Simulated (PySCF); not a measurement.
**GeB (quartet) with other numerical set-ups**

Which parts of the numerical set-up matter for GeB (quartet)? Each run edits the base script.

Computed with PySCF 2.14.0. Level: method and basis as typed in the scripts.

1 further run of the same task is left out (it didn't finish).

## (1) The system as given

GeB (quartet): 2 atoms, charge 0, spin multiplicity 4.

Bond lengths: Ge1–B2 1.778 Å.

## (2) The base run

File input.py:

```python
from pyscf import gto, scf, cc

mol = gto.M(
    atom='Ge 0 0 0; B 0 0 1.778',
    basis='def2-svp',
    charge=0,
    spin=3,
    verbose=4,
)
mf = scf.UHF(mol)
mf.kernel()
mycc = cc.CCSD(mf, frozen=10)
mycc.kernel()
e = mycc.eeccsd(nroots=4)[0]
print('roots (eV) =', (e*27.211386).round(3))
mf.dip_moment()
print('orbital energies (hartree):', [e[max(0, n-3):n+3].round(4) for e, n in zip(mf.mo_energy, mol.nelec)])
```

Command:

```console
$ OMP_NUM_THREADS=1 python input.py
```

The log of this run is left out.

In short: E(SCF) = -2099.623512 Eh, 13 cycles, E(CCSD) − E(SCF) = -0.24947 Eh, ⟨S²⟩ = 3.755, μ = 0.05 D, excitation roots 0.003, 0.962, 0.970, 0.970 eV.

The bond length is a typed value, not an optimised one. Spin-unrestricted EOM-EE roots include spin flips and other components of the reference, which can be negative or near zero. The quartet is typed in the script; nothing here shows that it is the ground state.

## (3) Spin-free X2C on

Edit 1 changes spin-free X2C: off → on.

File input.py:

```python
from pyscf import gto, scf, cc

mol = gto.M(
    atom='Ge 0 0 0; B 0 0 1.778',
    basis='def2-svp',
    charge=0,
    spin=3,
    verbose=4,
)
mf = scf.UHF(mol)
mf = mf.sfx2c1e()
mf.kernel()
mycc = cc.CCSD(mf, frozen=10)
mycc.kernel()
e = mycc.eeccsd(nroots=4)[0]
print('roots (eV) =', (e*27.211386).round(3))
mf.dip_moment()
print('orbital energies (hartree):', [e[max(0, n-3):n+3].round(4) for e, n in zip(mf.mo_energy, mol.nelec)])
```

Command:

```console
$ OMP_NUM_THREADS=1 python input.py
```

## (4) Cartesian functions on

Edit 2 changes Cartesian functions: off → on.

Changes to input.py since step 2:

```diff
@@ -7,2 +7,3 @@
     spin=3,
+    cart=True,
     verbose=4,
```

What does the calculation give? Wanted: for each run, E(SCF); from base; gap, α spin; SCF dipole; after the SCF.

As calculated:

```csv
run,E(SCF) (hartree),from base (eV),cycles,"gap, α spin (eV)",SCF dipole (D),functions,after the SCF
base,-2099.623512,0,13,10.98,0.05,46,"CCSD correlation -6.788 eV, core frozen, first root 0.96 eV"
spin-free X2C on,-2116.766617,-466.4877,13,11.02,0.12,46,"CCSD correlation -6.797 eV, core frozen, first root 0.96 eV"
Cartesian functions on,-2099.630831,-0.1992,13,10.99,0.10,50,"CCSD correlation -6.949 eV, core frozen, first root 0.96 eV"
```

The largest comparable shift of the SCF energy, -466.488 eV, comes with the run “spin-free X2C on”. Scalar relativity lowers the total energy by 466.49 eV, nearly all of it in the inner shells; a basis contracted without relativity catches only part of it.
